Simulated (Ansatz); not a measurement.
# C₃H₉BFNO: vertical ionisation energy

The task here is to estimate one member of a computed series from the others.

Program: Ansatz 0.2.0, Gaussian basis. Level of theory: unrestricted cation, the program's frozen cores in correlated methods. These are calculated values, not measurements.

The runs, in order: UKS PBE-D4/def2-TZVPP; UKS r2SCAN-D4/def2-TZVPP; UKS PBE0-D4/def2-TZVPP; UKS B3LYP-D4/def2-TZVPP; UKS wB97X-V/def2-TZVPP; UKS wB97M-V/def2-TZVPP; UKS B2PLYP/def2-TZVPP; UHF-CCSD(T)/def2-TZVPP; UHF-MP2/def2-QZVPP; extrapolation to the limit; then −ε(HOMO) from the neutral's earlier runs with LDA (SPW92), PBE-D4, revPBE-D4, BLYP-D4, r2SCAN-D4, B97M-V, PBE0-D4, B3LYP-D4, r2SCANh-D4, r2SCAN0-D4, HSE06-D4, BHLYP-D4, CAM-B3LYP-D4, LC-ωPBE, ωB97X-V, ωB97M-V.

## Structure used throughout

The geometry comes from an earlier relaxation with PBE0-D4 in a triple-zeta def2 set; it is a stationary point, not always the lowest conformer.

SMILES `CC(C)OB(N)F`, 16 atoms, charge 0, spin multiplicity 1.

Atoms are counted from 1 here; the program's logs count them from 0.

Bond lengths: C1–C2 1.515 Å, C1–H8 1.093 Å, C1–H9 1.093 Å, C1–H10 1.092 Å, C2–C3 1.512 Å, C2–O4 1.426 Å, C2–H11 1.096 Å, C3–H12 1.091 Å, C3–H13 1.092 Å, C3–H14 1.093 Å, O4–B5 1.358 Å, B5–N6 1.401 Å, B5–F7 1.347 Å, N6–H15 1.003 Å, N6–H16 1.003 Å. Angles: C2–C1–H8 110.2°, C2–C1–H9 110.6°, C2–C1–H10 110.8°, H8–C1–H9 108.5°, H8–C1–H10 108.6°, H9–C1–H10 108.1°, C1–C2–C3 112.6°, C1–C2–O4 109.7°, C1–C2–H11 109.0°, C3–C2–O4 107.4°, C3–C2–H11 109.3°, O4–C2–H11 108.8°, C2–C3–H12 110.7°, C2–C3–H13 110.5°, C2–C3–H14 110.3°, H12–C3–H13 108.5°, H12–C3–H14 108.3°, H13–C3–H14 108.5° and more.

Set-up of the first run:

File in.yaml:

```yaml
crystal:
  periodic: [false, false, false]
  atoms:
    - {symbol: C, position_ang: [-0.512014, -1.672680, -0.160411]}
    - {symbol: C, position_ang: [0.062749, -0.495143, 0.599744]}
    - {symbol: C, position_ang: [1.383741, -0.819881, 1.259715]}
    - {symbol: O, position_ang: [0.289441, 0.591261, -0.296351]}
    - {symbol: B, position_ang: [-0.692129, 1.473625, -0.614651]}
    - {symbol: N, position_ang: [-0.453515, 2.510534, -1.526717]}
    - {symbol: F, position_ang: [-1.912723, 1.371647, -0.054114]}
    - {symbol: H, position_ang: [0.176974, -1.985182, -0.949154]}
    - {symbol: H, position_ang: [-0.676692, -2.519063, 0.510515]}
    - {symbol: H, position_ang: [-1.468224, -1.409876, -0.617195]}
    - {symbol: H, position_ang: [-0.655835, -0.178529, 1.364260]}
    - {symbol: H, position_ang: [1.774415, 0.051081, 1.788744]}
    - {symbol: H, position_ang: [1.263151, -1.635403, 1.976077]}
    - {symbol: H, position_ang: [2.117381, -1.123671, 0.508970]}
    - {symbol: H, position_ang: [0.436034, 2.636004, -1.972416]}
    - {symbol: H, position_ang: [-1.155756, 3.182675, -1.772617]}
basis:
  gaussian: {orbitals: def2-TZVPP}
total_charge: 1
magnetization: {spin_polarized: true, initial_magnetization: 1}
hamiltonian: {xc: pbe, dispersion: d4}
```

Run with:

```bash
> ansatz run in.yaml --threads 2 --pin off --events-out ev --progress --plain --max-ram 20480MiB --backend cuda --devices 0, --max-vram 18GiB
```

Steps of the session up to this table: Cation, UKS PBE-D4/def2-TZVPP; Cation, UKS r2SCAN-D4/def2-TZVPP; Cation, UKS PBE0-D4/def2-TZVPP; Cation, UKS B3LYP-D4/def2-TZVPP; Cation, UKS wB97X-V/def2-TZVPP; Cation, UKS wB97M-V/def2-TZVPP; Cation, UKS B2PLYP (frozen core)/def2-TZVPP; Cation, UHF-CCSD(T)/def2-TZVPP; Cation, UHF-MP2/def2-QZVPP.

One table of the session follows, with a row left open; its other results are not shown here.

Orbital estimates, from the neutral's runs:

| functional | −ε(HOMO) (eV) |
| --- | --- |
| LDA (SPW92) | 6.30 |
| PBE-D4 | 6.11 |
| revPBE-D4 | 6.04 |
| BLYP-D4 | 6.00 |
| r2SCAN-D4 | 6.42 |
| B97M-V | 6.53 |
| PBE0-D4 | 7.60 |
| B3LYP-D4 | 7.35 |
| r2SCANh-D4 | 6.98 |
| r2SCAN0-D4 | 7.82 |
| HSE06-D4 | 7.19 |
| BHLYP-D4 | ? |
| CAM-B3LYP-D4 | 9.05 |
| LC-ωPBE | 10.43 |
| ωB97X-V | 10.06 |
| ωB97M-V | 9.98 |

**Question.** Estimate the row for BHLYP-D4.

Worked estimate for «−ε(HOMO) (eV)». Against the share of exact exchange, BLYP-D4 (0, 6.00), B3LYP-D4 (0.2, 7.35) give a slope of 6.75 per unit share; at 0.5 the line stands at 9.37.

As computed: −ε(HOMO) (eV): 9.01. In «−ε(HOMO) (eV)» the line misses by +0.36.
